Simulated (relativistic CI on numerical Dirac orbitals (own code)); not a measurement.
# Ir⁷²⁺: one ion under different settings

How much do the settings matter for Ir⁷²⁺? One ion, several inputs.

Method: Dirac-Coulomb-Breit CI, KLI orbitals optimised for each configuration, model QED (radiative potential, 1s self-energy scaled to tabulated hydrogen-like ionisation energies), numerical settings as typed. Code: relativistic CI on numerical Dirac orbitals (own code) version 3.

## (1) What is computed

```
ion            : Ir⁷²⁺ (Ir LXXIII)
nuclear charge : 77
electrons      : 5
isotope        : A = 193
```

## (2) Usual settings

Input settings:

```ini
atom Ir  Z=77  charge=72  electrons=5
nucleus A=193  rms_radius_fm=5.4032
hamiltonian dirac-coulomb  breit=on  qed=on  c_scale=1
orbitals kli  potential=per-configuration
slater_scale 1
correlation none
mixing on
grid step=0.0125 r_max=2
scf mixing=0.4 start=green max_iterations=150 tolerance=2e-08 node_fill=0.05
configurations
  [He] 2s2 2p
  [He] 2s 2p2
end
```

The run is started by

```console
$ python run_levels.py task.json out
```

One command runs all members of the session, one after another, from task.json.

## (3) Breit term off

Changes to the settings of step 2:

```diff
@@ -2,3 +2,3 @@
 nucleus A=193  rms_radius_fm=5.4032
-hamiltonian dirac-coulomb  breit=on  qed=on  c_scale=1
+hamiltonian dirac-coulomb  breit=off  qed=on  c_scale=1
 orbitals kli  potential=per-configuration
```

## (4) Tolerance 0.0001

Input settings:

```ini
atom Ir  Z=77  charge=72  electrons=5
nucleus A=193  rms_radius_fm=5.4032
hamiltonian dirac-coulomb  breit=on  qed=on  c_scale=1
orbitals kli  potential=per-configuration
slater_scale 1
correlation none
mixing on
grid step=0.0125 r_max=2
scf mixing=0.4 start=green max_iterations=150 tolerance=0.0001 node_fill=0.05
configurations
  [He] 2s2 2p
  [He] 2s 2p2
end
```

## (5) Slater scale 0.6

Input settings:

```ini
atom Ir  Z=77  charge=72  electrons=5
nucleus A=193  rms_radius_fm=5.4032
hamiltonian dirac-coulomb  breit=on  qed=on  c_scale=1
orbitals kli  potential=per-configuration
slater_scale 0.6
correlation none
mixing on
grid step=0.0125 r_max=2
scf mixing=0.4 start=green max_iterations=150 tolerance=2e-08 node_fill=0.05
configurations
  [He] 2s2 2p
  [He] 2s 2p2
end
```

## (6) Grid step 0.006, end of the grid 6.0, start potential thomas-fermi

Input settings:

```ini
atom Ir  Z=77  charge=72  electrons=5
nucleus A=193  rms_radius_fm=5.4032
hamiltonian dirac-coulomb  breit=on  qed=on  c_scale=1
orbitals kli  potential=per-configuration
slater_scale 1
correlation none
mixing on
grid step=0.006 r_max=6
scf mixing=0.4 start=thomas-fermi max_iterations=150 tolerance=2e-08 node_fill=0.05
configurations
  [He] 2s2 2p
  [He] 2s 2p2
end
```

## (7) Tolerance 0.01

Changes to the settings of step 6:

```diff
@@ -7,4 +7,4 @@
 mixing on
-grid step=0.006 r_max=6
-scf mixing=0.4 start=thomas-fermi max_iterations=150 tolerance=2e-08 node_fill=0.05
+grid step=0.0125 r_max=2
+scf mixing=0.4 start=green max_iterations=95 tolerance=0.01 node_fill=0.05
 configurations
```

(Steps that only read results are left out.)

**Question.** What will these runs give? Wanted: lowest level, usual settings; total energy; first excitation.

The runs gave:

| setting | total energy less usual (Ha) | largest shift of a level among the lowest eight of both runs, same label and place (cm⁻¹) | SCF iterations | time | lowest level | kind of change |
| --- | --- | --- | --- | --- | --- | --- |
| usual | 0 | 0 | 14 | 0.041 s | 2p 2P°1/2 | - |
| Breit term off | -9.6 | 230000 | 14 | 0.038 s | 2p 2P°1/2 | model term |
| tolerance 0.0001 | 1.03e-05 | 1.37 | 10 | 0.038 s | 2p 2P°1/2 | numerical |
| Slater scale 0.6 | 0 | 233000 | 14 | 0.038 s | 2p 2P°1/2 | model term |
| grid step 0.006, end of the grid 6.0, start potential thomas-fermi | -8.04e-05 | 0.174 | 16 | 0.072 s | 2p 2P°1/2 | numerical |
| tolerance 0.01 | -0.00488 | 1070 | 7 | 0.031 s | 2p 2P°1/2 | unsound |

| quantity | value |
| --- | --- |
| lowest level, usual settings | 2p 2P°1/2 |
| total energy | -8744.5680 Ha |
| first excitation | 289.58 eV |

Among the runs whose levels can be followed, they move most under «Slater scale 0.6» (model term), by up to 233000 cm⁻¹. Only the listed configurations are in the model.
